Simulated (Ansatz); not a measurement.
# Si: the cost of one run

Computed with Ansatz 0.2.0 (DFT r2SCAN, scalar-relativistic, plane waves, PAW, unless a step's input says otherwise).

The COD entry's cell or inner coordinates are ideal or old and differ from later refinements, so a difference from it is no clean test against experiment.

### Step 1. Starting point

The structure is cubic, space group Fd-3m (No. 227). Conventional cell: a = 5.427 Å, b = 5.427 Å, c = 5.427 Å, α = 90.00°, β = 90.00°, γ = 90.00°. Si (site symmetry -43m) has 4 Si at 2.35 Å as nearest neighbours.

Structure file:

```xyz
2
Lattice="0.0000 2.7136 2.7136 2.7136 0.0000 2.7136 2.7136 2.7136 0.0000" Properties=species:S:1:pos:R:3 pbc="T T T"
Si    4.0703    4.0703    4.0703
Si    2.7136    2.7136    2.7136
```

The structure rests on an entry of the Crystallography Open Database; cell or positions may have been set otherwise for this series.

### Step 2. Relaxing cell and atoms: Si, no spin

input.yaml reads:

```yaml
crystal:
  lattice:
    - [0.0, 2.71356, 2.71356]
    - [2.71356, 0.0, 2.71356]
    - [2.71356, 2.71356, 0.0]
  atoms:
    - { symbol: Si, position: [0.75, 0.75, 0.75] }
    - { symbol: Si, position: [0.5, 0.5, 0.5] }
scf:
  occupations: { method: gaussian, width: 0.02 }
output:
  forces: true
  stress: true
  eigenvalues: true
  write_density: true
  write_potential: true
  elf: true
  volumetric_format: npy
kpoints:
  mp_grid: { grid: [14, 14, 14] }
hamiltonian:
  xc: r2scan
relax:
  f_tol: 0.01
  adjacent_minimum: "off"
  cell: { stress_tol: 0.05 }
```

The run is started by

```bash
ansatz run input.yaml --threads 8 --pin off --max-ram 26624MiB --backend cpu --events-out ev --progress --plain --runs-dir out
```

What time and memory should one allow on 8 threads of Intel Xeon 6975P-C (Granite Rapids), shared host?

About 1.7 s, with a peak of 0.56 GiB.
